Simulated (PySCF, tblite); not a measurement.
**CH₁₂AsNSi₃: geometry, infrared bands and NMR shifts**

What infrared bands and NMR shifts should CH₁₂AsNSi₃ (`CN([SiH3])[SiH2][AsH][SiH3]`) show?

Computed with tblite 0.8.0 and PySCF 2.14.0, with density-fitted response routines of our own, on a single molecule in the gas phase. Atoms are numbered from 0 throughout.

**1. The starting structure**

18 atoms, charge 0, multiplicity 1; geometry from: force field or distance geometry start.

Bonds of the start (Å): C0–N1 1.46, N1–Si2 1.79, N1–Si3 1.80, Si3–As4 2.33, As4–Si5 2.31, C0–H6 1.11, C0–H7 1.10, C0–H8 1.11, Si2–H9 1.48, Si2–H10 1.47, Si2–H11 1.48, Si3–H12 1.47, Si3–H13 1.46, As4–H14 1.57, Si5–H15 1.47, Si5–H16 1.47, Si5–H17 1.47.

**2. Relaxing the molecule with GFN2-xTB**

Job settings and geometry (Å):

```
{"job": {"kind": "relax", "xc": "GFN2-xTB", "basis": "xTB"}, "charge": 0, "multiplicity": 1}
C     -1.519300    -1.316900     0.079500
N     -0.857100    -0.032000     0.312300
Si    -2.070300     1.257600     0.539700
Si     0.147400     0.411400    -1.117000
As     1.909000    -1.093700    -1.316700
Si     2.839100    -0.398100     0.680500
H     -2.153900    -1.581800     0.953900
H     -0.771400    -2.119800    -0.036800
H     -2.167300    -1.280600    -0.826500
H     -2.918400     1.367400    -0.666200
H     -1.408000     2.542900     0.782400
H     -2.938300     0.938600     1.691000
H      0.695700     1.756600    -0.916800
H     -0.668800     0.376700    -2.331500
H      2.757600    -0.068100    -2.152900
H      2.914800     1.072100     0.722400
H      4.197900    -0.955200     0.817400
H      2.002600    -0.870700     1.795600
```

Started as:

```
OMP_NUM_THREADS=1 python probes_run.py task.json out
```

One launch serves the whole session: the jobs run in the order shown.

**Question.** This job is followed by: GFN2-xTB harmonic vibrations, gas phase; GIAO PBE0/pcSseg-1 NMR shielding, non-relativistic, gas phase. Predict these results of the whole session: strongest single infrared mode (GFN2-xTB); zero-point energy (GFN2-xTB); ¹³C shifts against TMS (PBE0/pcSseg-1); ¹H shifts against TMS (PBE0/pcSseg-1, means over atoms taken as alike); ¹⁵N shifts against NH3 (PBE0/pcSseg-1); ²⁹Si shifts against TMS (PBE0/pcSseg-1); ⁷⁵As shifts against AsH3 (PBE0/pcSseg-1); surface potential, 1st and 99th percentile.

As calculated:

```
                                                              quantity                             value
                             strongest single infrared mode (GFN2-xTB)             1869 cm⁻¹, 638 km/mol
                                          zero-point energy (GFN2-xTB)                     71.9 kcal/mol
                                ¹³C shifts against TMS (PBE0/pcSseg-1)                          37.8 ppm
¹H shifts against TMS (PBE0/pcSseg-1, means over atoms taken as alike)  5.48, 4.70, 4.15, 2.79, 0.94 ppm
                                ¹⁵N shifts against NH3 (PBE0/pcSseg-1)                          -0.3 ppm
                               ²⁹Si shifts against TMS (PBE0/pcSseg-1)           -13.1, -42.6, -83.0 ppm
                              ⁷⁵As shifts against AsH3 (PBE0/pcSseg-1)                           -87 ppm
                                 surface potential, 1st and 99th percentile                -0.49 V and 1.07 V
```

In words: The optimisation took 84 steps and gained 0.449 eV; among the close pairs (by a distance rule), As4–H14 changed most, from 1.572 to 1.506 Å. No mode is imaginary among the 48: a minimum at this level. The strongest single mode, at 1869 cm⁻¹, moves mainly H14. GFN2-xTB is a fitted tight-binding method: band positions and strengths are rough. Its intensities can rank the bands wrongly. At PBE0/pcSseg-1: The largest span, 428 ppm, is at As4, where the paramagnetic term is -806 ppm. Spin-orbit coupling is left out, which matters for shieldings and couplings at and beside the heavy atoms.
